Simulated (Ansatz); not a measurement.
# SiBF: the cost of one run

Program: Ansatz 0.2.0. Level of theory: DFT PBE, scalar-relativistic, plane waves, PAW. These are calculated values, not measurements.

## 1. The starting structure

Symmetry: P4/nmm, No. 129, tetragonal system. The conventional cell has a = 3.082 Å, b = 3.082 Å, c = 6.160 Å, α = 90.00°, β = 90.00°, γ = 90.00°. Si (site symmetry 4mm) has 5 B at 2.16 to 2.31 Å and 4 F at 2.23 Å as nearest neighbours. Around B (site symmetry 4mm) lie 5 Si at 2.16 to 2.31 Å. Around F (site symmetry -4m2) lie 4 F at 2.18 Å and 4 Si at 2.23 Å.

Structure file:

```
Si B F
1.0
     3.08183    0.00000    0.00000
     0.00000    3.08183    0.00000
     0.00000    0.00000    6.15994
Si B F
2 2 2
Direct
  0.50000 0.00000 0.76250
  0.00000 0.50000 0.23750
  0.50000 0.00000 0.11292
  0.00000 0.50000 0.88708
  0.00000 0.00000 0.50000
  0.50000 0.50000 0.50000
```

The cell was relaxed beforehand at this level, from a database cell with other species swapped in; it is a trial structure. At a tolerance of 0.05 Å it has space group P4/nmm (No. 129); it has 9.75 Å³/atom, an uncorrected energy of +0.18 eV/atom over the elements.

## 2. Static run: bands, density of states and charges

Contents of input.yaml:

```yaml
crystal:
  lattice:
    - [3.0818341359, 0.0, 0.0]
    - [0.0, 3.0818341359, 0.0]
    - [0.0, 0.0, 6.1599370147]
  atoms:
    - { symbol: Si, position: [0.5, 0.0, 0.7625031754] }
    - { symbol: Si, position: [0.0, 0.5, 0.2374968246] }
    - { symbol: B, position: [0.5, 0.0, 0.112923314] }
    - { symbol: B, position: [0.0, 0.5, 0.887076686] }
    - { symbol: F, position: [0.0, 0.0, 0.5] }
    - { symbol: F, position: [0.5, 0.5, 0.5] }
basis:
  ecutwfc: 420
kpoints:
  mp_grid: { grid: [12, 12, 6] }
  band_path:
    path:
      - [[0.0, 0.0, 0.0], [0.0, 0.5, 0.0], [0.5, 0.5, 0.0], [0.0, 0.0, 0.0], [0.0, 0.0, 0.5], [0.0, 0.5, 0.5], [0.5, 0.5, 0.5], [0.0, 0.0, 0.5]]
      - [[0.0, 0.5, 0.0], [0.0, 0.5, 0.5]]
      - [[0.5, 0.5, 0.0], [0.5, 0.5, 0.5]]
    npoints: 14
hamiltonian:
  xc: pbe
scf:
  occupations: { method: gaussian, width: 0.1 }
  n_extra_bands: 15
output:
  forces: true
  stress: true
  eigenvalues: true
  populations: true
  dos: { projected: true, de: 0.02, nscf_kmesh: { grid: [15, 15, 8] } }
  bader: true
  write_density: true
  write_potential: true
  elf: true
  volumetric_format: npy
```

The run is started by

```
$ ansatz run input.yaml --threads 1 --pin off --max-ram 2048MiB --backend cpu --events-out ev --progress --plain --runs-dir out
```

What time and memory should one allow on 1 thread of Arm Neoverse V1, shared host?

About 67 s, with a peak of 0.44 GiB.
